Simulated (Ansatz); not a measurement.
Set up this calculation in Ansatz 0.2.0, as the native input.

- Task: single point
- Functional: PBE
- Potentials or basis: JTH PAW
- Cutoff: 1380 eV (not typed: the program's choice for these potentials)
- k mesh: 5 × 5 × 4
- Occupations: fermi-dirac, width 0.05 eV
- Spin: no spin polarisation

Ta3AsAu2O13:

```
CELL_PARAMETERS angstrom
5.72385 -0.00745 -0.00403
1.30279 6.25499 0.00561
0.27574 1.30074 8.36754
ATOMIC_POSITIONS crystal
Ta 0.21713 0.30521 0.58431
Ta 0.03325 0.11123 0.99855
Ta 0.58248 0.62145 0.50482
As 0.58707 0.89691 0.83049
Au 0.58004 0.09228 0.18613
Au 0.04485 0.82077 0.44682
O 0.66201 0.69726 0.71088
O 0.51632 0.13418 0.69625
O 0.85098 0.88773 0.91932
O 0.34466 0.87003 0.94651
O 0.73015 0.29240 0.03095
O 0.24622 0.21809 0.11075
O 0.12900 0.09398 0.49104
O 0.48032 0.38887 0.43499
O 0.05966 0.26685 0.78594
O 0.93330 0.53240 0.45645
O 0.49975 0.85161 0.34971
O 0.25256 0.62988 0.62473
O 0.91878 0.95175 0.22636
```

The cell was built by a generator and needn't be a form met in nature.

The input as run:

input.yaml

```yaml
crystal:
  lattice:
    - [5.72385, -0.00745, -0.00403]
    - [1.30279, 6.25499, 0.00561]
    - [0.27574, 1.30074, 8.36754]
  atoms:
    - { symbol: Ta, position: [0.21713, 0.30521, 0.58431] }
    - { symbol: Ta, position: [0.03325, 0.11123, 0.99855] }
    - { symbol: Ta, position: [0.58248, 0.62145, 0.50482] }
    - { symbol: As, position: [0.58707, 0.89691, 0.83049] }
    - { symbol: Au, position: [0.58004, 0.09228, 0.18613] }
    - { symbol: Au, position: [0.04485, 0.82077, 0.44682] }
    - { symbol: O, position: [0.66201, 0.69726, 0.71088] }
    - { symbol: O, position: [0.51632, 0.13418, 0.69625] }
    - { symbol: O, position: [0.85098, 0.88773, 0.91932] }
    - { symbol: O, position: [0.34466, 0.87003, 0.94651] }
    - { symbol: O, position: [0.73015, 0.2924, 0.03095] }
    - { symbol: O, position: [0.24622, 0.21809, 0.11075] }
    - { symbol: O, position: [0.129, 0.09398, 0.49104] }
    - { symbol: O, position: [0.48032, 0.38887, 0.43499] }
    - { symbol: O, position: [0.05966, 0.26685, 0.78594] }
    - { symbol: O, position: [0.9333, 0.5324, 0.45645] }
    - { symbol: O, position: [0.49975, 0.85161, 0.34971] }
    - { symbol: O, position: [0.25256, 0.62988, 0.62473] }
    - { symbol: O, position: [0.91878, 0.95175, 0.22636] }
hamiltonian:
  xc: pbe
  pseudopotentials: { kind: paw, source: jth }
kpoints:
  mp_grid: { grid: [5, 5, 4] }
scf:
  occupations: { method: fermi_dirac, width: 0.05 }
output:
  forces: true
  stress: true
  eigenvalues: true
  write_density: true
  write_potential: true
  elf: true
  volumetric_format: npy
```

Potentials or basis: JTH PAW.

Launch:

```console
$ ansatz run input.yaml --threads 8 --pin off --max-ram 20480MiB --backend cpu --events-out ev --progress --plain --runs-dir out
```

Results of the run:

| Item | Value |
| --- | --- |
| Pressure | 0.9 GPa |
| Largest force | 0.256 eV/Å |
| Band gap on the k mesh | 1.25 eV, indirect (least direct gap 1.31 eV) |

Caveat: odd divisions of the mesh miss points on the zone boundary, where band edges often lie, so the gap on the mesh can be too wide; spin-orbit coupling is left out, which moves the levels of the heavy elements.

Run time: 3.8 min on 8 threads of Arm Neoverse V2, with other jobs on the host, peak memory 10 GiB.
